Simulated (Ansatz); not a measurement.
# CH4S2Si: a ladder of functionals and wavefunction methods

An exercise on one series of results from a longer session: the logs are not shown, and one member is left open.

Computed with Ansatz 0.2.0, Gaussian basis. Level: functionals in def2-TZVPP, the program's frozen cores in correlated methods.

Levels to be run: LDA (SPW92), PBE-D4, revPBE-D4, BLYP-D4, r2SCAN-D4, B97M-V, PBE0-D4, B3LYP-D4, r2SCANh-D4, r2SCAN0-D4, HSE06-D4, BHLYP-D4, CAM-B3LYP-D4, LC-ωPBE, ωB97X-V, ωB97M-V, B2PLYP, PBE-QIDH; CCSD(T)/def2-SVP; CCSD(T)/def2-TZVPP; MP2/def2-QZVPP; extrapolation to the limit; RPA on PBE.

### Structure used throughout

The geometry comes from an earlier relaxation with PBE0-D4 in a triple-zeta def2 set; it is a stationary point, not always the lowest conformer.

SMILES `CS[Si]S`, 8 atoms, charge 0, spin multiplicity 1.

Atoms are counted from 1 here; the program's logs count them from 0.

Bond lengths: C1–S2 1.808 Å, C1–H5 1.090 Å, C1–H6 1.090 Å, C1–H7 1.090 Å, S2–Si3 2.128 Å, Si3–S4 2.147 Å, S4–H8 1.344 Å. Angles: S2–C1–H5 106.8°, S2–C1–H6 110.9°, S2–C1–H7 110.9°, H5–C1–H6 108.8°, H5–C1–H7 108.8°, H6–C1–H7 110.5°, C1–S2–Si3 113.2°, S2–Si3–S4 106.0°, Si3–S4–H8 102.9°.

Coordinates:

```xyz
8
CH4S2Si
C    -0.0718    1.0512   -0.2912
S     0.1629    0.6256    1.4503
Si    0.2990   -1.4708    1.7911
S     0.1040   -2.3977   -0.1361
H    -0.1298    2.1382   -0.3445
H    -1.0021    0.6300   -0.6724
H     0.7734    0.7140   -0.8913
H    -0.0433   -1.3474   -0.9616
```

Set-up of the first run:

The input, in.yaml:

```yaml
crystal:
  periodic: [false, false, false]
  atoms:
    - {symbol: C, position_ang: [-0.071825, 1.051234, -0.291173]}
    - {symbol: S, position_ang: [0.162895, 0.625569, 1.450279]}
    - {symbol: Si, position_ang: [0.299000, -1.470823, 1.791123]}
    - {symbol: S, position_ang: [0.104018, -2.397719, -0.136120]}
    - {symbol: H, position_ang: [-0.129783, 2.138178, -0.344514]}
    - {symbol: H, position_ang: [-1.002123, 0.630032, -0.672449]}
    - {symbol: H, position_ang: [0.773390, 0.713965, -0.891268]}
    - {symbol: H, position_ang: [-0.043271, -1.347435, -0.961580]}
basis:
  gaussian: {orbitals: def2-TZVPP}
hamiltonian: {xc: lda}
output: {orbitals: {seedname: orbitals}}
```

Steps of the session up to this table: LDA; PBE-D4 (GGA); revPBE-D4 (GGA); BLYP-D4 (GGA); r2SCAN-D4 (meta-GGA); B97M-V (meta-GGA); PBE0-D4 (hybrid); B3LYP-D4 (hybrid); r2SCANh-D4 (hybrid); r2SCAN0-D4 (hybrid); HSE06-D4 (hybrid); BHLYP-D4 (hybrid); CAM-B3LYP-D4 (range-separated); LC-ωPBE-D4 (range-separated; the results give it without D4); ωB97X-V (range-separated); ωB97M-V (range-separated); B2PLYP (double hybrid); PBE-QIDH (double hybrid).

One of the session's tables, all rows but one given; the rest of the session is left out.

It belongs to the step «Frontier levels by functional». 

| functional | HOMO (eV) | LUMO (eV) | gap (eV) |
| --- | --- | --- | --- |
| LDA (SPW92) | -6.06 | -2.86 | 3.20 |
| PBE-D4 | -5.95 | -2.70 | 3.25 |
| revPBE-D4 | -5.90 | -2.64 | 3.26 |
| BLYP-D4 | -5.80 | -2.52 | 3.28 |
| r2SCAN-D4 | ? | ? | ? |
| B97M-V | -6.20 | -2.55 | 3.65 |
| PBE0-D4 | -6.99 | -1.97 | 5.01 |
| B3LYP-D4 | -6.80 | -2.11 | 4.69 |
| r2SCANh-D4 | -6.53 | -2.36 | 4.17 |
| r2SCAN0-D4 | -7.11 | -1.94 | 5.17 |
| HSE06-D4 | -6.59 | -2.35 | 4.25 |
| BHLYP-D4 | -7.91 | -1.07 | 6.84 |
| CAM-B3LYP-D4 | -8.24 | -0.90 | 7.34 |
| LC-ωPBE | -9.53 | 0.05 | 9.59 |
| ωB97X-V | -9.21 | 0.02 | 9.23 |
| ωB97M-V | -9.04 | -0.04 | 9.00 |

**Question.** Estimate the row for r2SCAN-D4.

Worked estimate for «HOMO (eV)». Against the share of exact exchange, r2SCANh-D4 (0.1, -6.53), r2SCAN0-D4 (0.25, -7.11) give a slope of -3.87 per unit share; at 0 the line stands at -6.14.

**Answer.** HOMO (eV): -6.14; LUMO (eV): -2.64; gap (eV): 3.50. In «HOMO (eV)» the line misses by 0.00.
